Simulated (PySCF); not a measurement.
# C₄H₁₀OSi₂: electronic excitations

Aim: predict the electronic excitations of C₄H₁₀OSi₂ (`[SiH3]O[C@@H]1C=CC[SiH2]1`).

Computed with PySCF 2.14.0, with density-fitted response routines of our own, on a single molecule in the gas phase. Atoms are numbered from 0 throughout.

## Step 1: The molecule as given

17 atoms, charge 0, multiplicity 1; geometry from: GFN2-xTB.

Bonds of the start (Å): Si0–O1 1.61, O1–C2 1.41, C2–C3 1.50, C3–C4 1.32, C4–C5 1.50, C5–Si6 1.91, Si6–C2 1.93, Si0–H7 1.47, Si0–H8 1.47, Si0–H9 1.45, C2–H10 1.10, C3–H11 1.08, C4–H12 1.08, C5–H13 1.09, C5–H14 1.09, Si6–H15 1.47, Si6–H16 1.46.

## Step 2: TDDFT and polarisability: CAM-B3LYP/def2-SVPD

What the job is given:

```
{"job": {"kind": "uv", "xc": "CAM-B3LYP", "basis": "def2-SVPD", "nstates": 8, "ntriplets": 3}, "charge": 0, "multiplicity": 1}
Si     2.908724    -0.367455     0.317688
O      1.345505    -0.323573     0.701214
C      0.311077     0.485215     0.179798
C     -0.791098     0.607045     1.194846
C     -2.021855     0.273870     0.846559
C     -2.284929    -0.211112    -0.548608
Si    -0.558315    -0.280805    -1.358346
H      3.113537    -0.706553    -1.096875
H      3.559378     0.928042     0.552257
H      3.349777    -1.403070     1.237790
H      0.721913     1.484545    -0.022665
H     -0.526820     0.945155     2.185621
H     -2.855477     0.344502     1.530988
H     -2.966337     0.474513    -1.055893
H     -2.794295    -1.175652    -0.515488
H     -0.433397     0.576166    -2.541041
H     -0.084386    -1.638804    -1.617756
```

Method: TDDFT CAM-B3LYP/def2-SVPD, vertical, gas phase, core orbitals frozen in the response.

Run with:

```
> OMP_NUM_THREADS=1 python probes_run.py task.json out
```

This one command runs all jobs of the session in turn.

What will the session give for the following? lowest singlet (CAM-B3LYP/def2-SVPD); brightest single state of those computed; lowest triplet. Wanted: lowest singlet; brightest single state of those computed; lowest triplet.

The runs gave:

| quantity | value |
| --- | --- |
| lowest singlet (CAM-B3LYP/def2-SVPD) | 6.22 eV (199 nm), f = 0.014 |
| brightest single state of those computed | state 4, 7.12 eV, f = 0.127 |
| lowest triplet | 4.48 eV |

In words: The lowest singlet, at 6.22 eV, is HOMO→LUMO 0.76, HOMO−1→LUMO 0.16 and is weak; of the 8 states computed, the strongest absorption comes from state 4 at 7.12 eV. The lowest triplet lies 1.74 eV below the lowest singlet (triplets in Tamm-Dancoff, singlets in full TDDFT).
